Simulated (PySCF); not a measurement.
# TaOCl: relaxation and vibrations of the triplet

The task is one start of a wider search on TaOCl: the triplet, from a bent start. It is relaxed, tested by its Hessian and followed downhill if it is a saddle.

Computed with PySCF 2.14.0. Level: PBE0, basis Ta def2-TZVP with ECP60, O def2-TZVP, Cl def2-TZVP, scalar-relativistic core potentials, no spin–orbit coupling, density fitting.

## (1) The system as given

3 atoms, charge 0, spin multiplicity 3.

Bond lengths: Ta1–O2 1.830 Å, Ta1–Cl3 2.450 Å. Angles: O2–Ta1–Cl3 110.0°.

```xyz
3
charge 0 multiplicity 3
Ta    0.0000    0.0000    0.0000
O    -1.4990    0.0000    1.0496
Cl    2.0069    0.0000    1.4053
```

## (2) First SCF at the start

The steps below are one call of a driver around PySCF. For each, scf.py gives the equivalent set-up of the SCF; relaxations use the driver's own optimiser. After this first run the driver tries any further starts and a stability analysis.

scf.py

```python
from pyscf import gto, scf, dft
mol = gto.M(atom='''
Ta     0.000000     0.000000     0.000000
O     -1.499000     0.000000     1.049600
Cl     2.006900     0.000000     1.405300''',
    basis={'Ta': 'def2-TZVP', 'O': 'def2-TZVP', 'Cl': 'def2-TZVP'},
    ecp={'Ta': 'def2-TZVP'},
    charge=0, spin=2)
mf = dft.UKS(mol, xc='PBE0')
mf.grids.atom_grid = (50, 194)
aux = {'Ta': 'def2-universal-JKFIT', 'O': 'def2-universal-JKFIT', 'Cl': 'def2-universal-JKFIT'}
mf = mf.density_fit(auxbasis=aux)
mf.conv_tol = 1e-08
mf.diis_space = 10
mf.max_cycle = 60
mf.init_guess = 'minao'
mf.verbose = 4
mf.kernel()
```

Launch:

```console
$ OMP_NUM_THREADS=4 python axn.py task.json out
```

Output:

```text
init E= -573.25159168869
[... the frontier-level lines of each cycle are left out ...]
cycle= 1 E= -592.071637994238  delta_E= -18.8  |g|= 0.667  |ddm|= 4.16
cycle= 2 E= -589.022170485912  delta_E= 3.05  |g|= 2.52  |ddm|= 1.66
cycle= 3 E= -592.201991639618  delta_E= -3.18  |g|= 0.35  |ddm|=  1.4
cycle= 4 E= -592.247391958246  delta_E= -0.0454  |g|= 0.231  |ddm|= 0.532
cycle= 5 E= -592.271633075265  delta_E= -0.0242  |g|= 0.062  |ddm|= 0.187
cycle= 6 E= -592.273413436269  delta_E= -0.00178  |g|= 0.0254  |ddm|= 0.0516
cycle= 7 E= -592.273843265991  delta_E= -0.00043  |g|= 0.00726  |ddm|= 0.0289
cycle= 8 E= -592.273946118235  delta_E= -0.000103  |g|= 0.0039  |ddm|= 0.0237
cycle= 9 E= -592.273983934065  delta_E= -3.78e-05  |g|= 0.0015  |ddm|= 0.0144
cycle= 10 E= -592.273994470489  delta_E= -1.05e-05  |g|= 0.00059  |ddm|= 0.0106
cycle= 11 E= -592.273995082474  delta_E= -6.12e-07  |g|= 0.00032  |ddm|= 0.00206
cycle= 12 E= -592.273995215421  delta_E= -1.33e-07  |g|= 0.000122  |ddm|= 0.000496
cycle= 13 E= -592.273995279126  delta_E= -6.37e-08  |g|= 5.47e-05  |ddm|= 0.000587
cycle= 14 E= -592.273995290628  delta_E= -1.15e-08  |g|= 2.3e-05  |ddm|= 0.000245
cycle= 15 E= -592.273995292877  delta_E= -2.25e-09  |g|= 5.15e-06  |ddm|= 0.000138
Extra cycle  E= -592.273995292911  delta_E= -3.37e-11  |g|= 8.59e-06  |ddm|= 1.59e-05
converged SCF energy = -592.273995292911  <S^2> = 2.0239683  2S+1 = 3.0159365
```

This step, with its further starts and checks, ran for 17 s (4 threads of Intel Xeon at 2.70GHz, shared host).

Energies from each starting density:

```csv
start,energy (Eh)
the minimal-basis guess,-592.273995
a thermally smeared density,-592.273995
a smeared PBE density,-592.273995
```

The test of internal stability and the other starts found no lower solution of this spin.

## (3) Relaxing the triplet from the bent start

The program finds Cs symmetry in the start, which this walk keeps. The walk stops when the largest gradient is under 0.0003 Eh/bohr and the energy has settled too.

Edit scf.py of step 2 so:

```diff
@@ -3,3 +3,3 @@
-Ta     0.000000     0.000000     0.000000
-O     -1.499000     0.000000     1.049600
-Cl     2.006900     0.000000     1.405300''',
+Ta    -0.199225     0.000000    -0.284289
+O     -1.698225     0.000000     0.765311
+Cl     1.807675     0.000000     1.121011''',
@@ -16 +15,0 @@
-mf.init_guess = 'minao'
```

Steps of the walk:

```csv
step,energy (Eh),change (kJ/mol),largest symmetric gradient (Eh/bohr)
0,-592.273995,0.00,0.09182
1,-592.294239,-53.15,0.02895
2,-592.295305,-55.95,0.00412
3,-592.295348,-56.06,0.00098
4,-592.295351,-56.07,0.00002
```

The walk took 14 s.

Positions (Å) and forces (eV/Å) along the way:

```
step 0
Ta  -0.199   0.000  -0.284  -2.969   0.000   4.722
O   -1.698   0.000   0.765   4.402   0.000  -3.446
Cl   1.808   0.000   1.121  -1.433   0.000  -1.275
step 1
Ta  -0.219   0.000  -0.191   1.488   0.000  -0.124
O   -1.639   0.000   0.710  -0.919   0.000   0.530
Cl   1.768   0.000   1.083  -0.569   0.000  -0.406
step 2
Ta  -0.196   0.000  -0.178  -0.020   0.000   0.212
O   -1.652   0.000   0.709   0.158   0.000  -0.109
Cl   1.759   0.000   1.070  -0.138   0.000  -0.103
step 3
Ta  -0.193   0.000  -0.172  -0.011   0.000  -0.050
O   -1.649   0.000   0.708  -0.029   0.000   0.025
Cl   1.752   0.000   1.067   0.039   0.000   0.025
step 4
Ta  -0.194   0.000  -0.173   0.000   0.000   0.001
O   -1.649   0.000   0.708   0.000   0.000   0.003
Cl   1.753   0.000   1.067   0.000   0.000  -0.003
```

After 4 steps and 56.1 kJ/mol it ends at Cs: Ta–Cl 2.309 Å, Ta–O 1.702 Å; Cl–Ta–O 116.3°.

## (4) Frequencies

The point is checked on the finer grid, and tightened if its gradient asks for it. The Hessian and the dipole derivatives come from central differences of analytic gradients, with steps of 0.02 bohr.

Edit scf.py of step 3 so:

```diff
@@ -3,3 +3,3 @@
-Ta    -0.199225     0.000000    -0.284289
-O     -1.698225     0.000000     0.765311
-Cl     1.807675     0.000000     1.121011''',
+Ta    -0.193207     0.000000    -0.249778
+O     -1.646894     0.000000     0.634932
+Cl     1.752072     0.000000     0.993630''',
@@ -10 +10 @@
-mf.grids.atom_grid = (50, 194)
+mf.grids.atom_grid = (75, 302)
@@ -13 +13 @@
-mf.conv_tol = 1e-08
+mf.conv_tol = 1e-10
```

The driver hands on the density of the step before, so the log starts near convergence.

SCF at the final geometry:

```text
init E= -592.295533720599
[... the frontier-level lines of each cycle are left out ...]
cycle= 1 E= -592.295533720588  delta_E= 1.11e-11  |g|= 5.49e-06  |ddm|= 4.89e-06
Extra cycle  E= -592.295533720493  delta_E= 9.5e-11  |g|= 1.66e-05  |ddm|= 1.16e-05
converged SCF energy = -592.295533720493  <S^2> = 2.0115857  2S+1 = 3.0077139
```

The whole step took 69 s.

Geometry: Cs; Ta–Cl 2.309 Å, Ta–O 1.702 Å; Cl–Ta–O 116.1°.

Harmonic modes (main isotopes):

| symmetry | ω (cm⁻¹) | IR (km/mol) |
| --- | --- | --- |
| a' | 158 | 10.3 |
| a' | 384 | 53.8 |
| a' | 1020 | 147 |

No imaginary mode, so this is a minimum.

Constants and moments:

```
Dipole moment                                                   : 3.53 D
Highest occupied level                                          : -6.07 eV
Lowest empty level                                              : -3.05 eV
Rotational constants                                            : 0.5568, 0.09393, 0.08037 cm⁻¹
Zero-point energy                                               : 9.3 kJ/mol
Principal polarisabilities                                      : 59.3, 67.3, 73.9 bohr³
Atomisation energy without zero-point energy                    : 1200 kJ/mol
Principal traceless quadrupole moments about the centre of mass : -7.48, 3.03, 4.45 D Å
Entropy at 298.15 K and 1 bar (electronic part: spin only)      : 307.8 J/(mol K)
Heat capacity Cp at 298.15 K                                    : 49.0 J/(mol K)
Enthalpy at 298.15 K above 0 K                                  : 12.51 kJ/mol
Rotational symmetry number                                      : 1
Spin squared ⟨S²⟩                                               : 2.012
```

Charges (e) and bond orders:

```
atom  Mulliken  Löwdin  polar tensor  spin (Mulliken)  Mayer order to Ta1
 Ta1      0.84    0.27          1.33             2.14                   –
  O2     -0.48   -0.28         -0.79            -0.13                2.24
 Cl3     -0.36    0.01         -0.54            -0.01                1.09
```

Outer orbital energies (eV). α occupied: -11.18, -10.55, -10.20, -10.07, -9.81, -9.22, -6.53, -6.07; empty: -3.05, -1.83, -1.14, 0.10. β occupied: -25.17, -22.57, -11.08, -10.48, -10.20, -10.09, -9.61, -9.25; empty: -2.89, -1.98, -1.57, -0.86.

Mulliken populations on Ta1 (outside its core potential): s 2.77, p 6.28, d 3.03, f 0.08.

## (5) Results

```
                                          quantity                                        value
                                           minimum                                  triplet, Cs
                                          geometry  Ta–Cl 2.309 Å, Ta–O 1.702 Å; Cl–Ta–O 116.1°
                                wavenumbers (cm⁻¹)                158 (a'), 384 (a'), 1020 (a')
                                     dipole moment                                       3.53 D
highest occupied, lowest empty level (either spin)                              -6.07, -3.05 eV
                        polar-tensor charge of Ta1                                      +1.33 e
                                 zero-point energy                                   9.3 kJ/mol
                               entropy at 298.15 K                              307.8 J/(mol K)
         atomisation energy (no zero-point energy)                                  1200 kJ/mol
                                              ⟨S²⟩                                        2.012
```

The bent start keeps its Cs symmetry and ends in a minimum. In the infrared the band at 1020 cm⁻¹ (a', stretch) leads. Most of the spin sits on Ta1 (Mulliken spin 2.14, against 2 for the whole molecule). Other starts or spin states, not run here, may lie lower. One determinant may miss the lowest occupation of an open d or f shell. With an element this heavy the missing spin–orbit coupling can shift these numbers.

The search up to here took 1.7 min.
